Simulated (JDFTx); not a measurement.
Crystal: AlSn.

```
Sn Al
1.0
     4.19811    0.00000    0.00000
    -2.09905    3.63567    0.00000
     0.00000    0.00000    3.30685
Sn Al
1 1
Direct
  0.33333 0.66667 0.50000
  0.00000 0.00000 0.00000
```

The cell comes from a database or a generator and needn't be the stable form of this composition.

- Program: JDFTx 1.7.0 (patched build)
- Task: single point
- Functional: PBEsol
- Potentials or basis: PseudoDojo-SR-PBEsol-0.4.1-standard with smoothed tails
- Cutoff: 980 eV
- Density cutoff: 7837 eV
- k mesh: 7 × 7 × 8
- Occupations: fermi-dirac, width 0.05 eV
- Spin: no spin polarisation

On this cell: pressure -1.8 GPa; largest force under 0.003 eV/Å; band gap on the k mesh none (metal or under the smearing width).

The same run follows on a disturbed copy (atoms moved at random, drawn with an rms of 0.05 Å):

```xyz
2
Lattice="4.1981 0.0000 0.0000 -2.0991 3.6357 0.0000 0.0000 0.0000 3.3068" Properties=species:S:1:pos:R:3 pbc="T T T"
Sn    0.0049    2.4017    1.6397
Al    0.0147    0.0155   -0.0180
```

Question: What changes?

Answer: The energy (extrapolated to zero smearing) moves by +1.4 meV/atom; pressure -1.8 GPa; largest force 0.144 eV/Å; band gap on the k mesh none (metal or under the smearing width).

Forces on the atoms (eV/Å):
```
Sn   0.032  0.140 -0.007
Al  -0.033 -0.140  0.007
```

Stress tensor (GPa, compression positive):
```
-2.23 -0.10  0.00
-0.10 -1.42 -0.01
 0.00 -0.01 -1.66
```

Caveats: the empty levels aren't tightly converged.
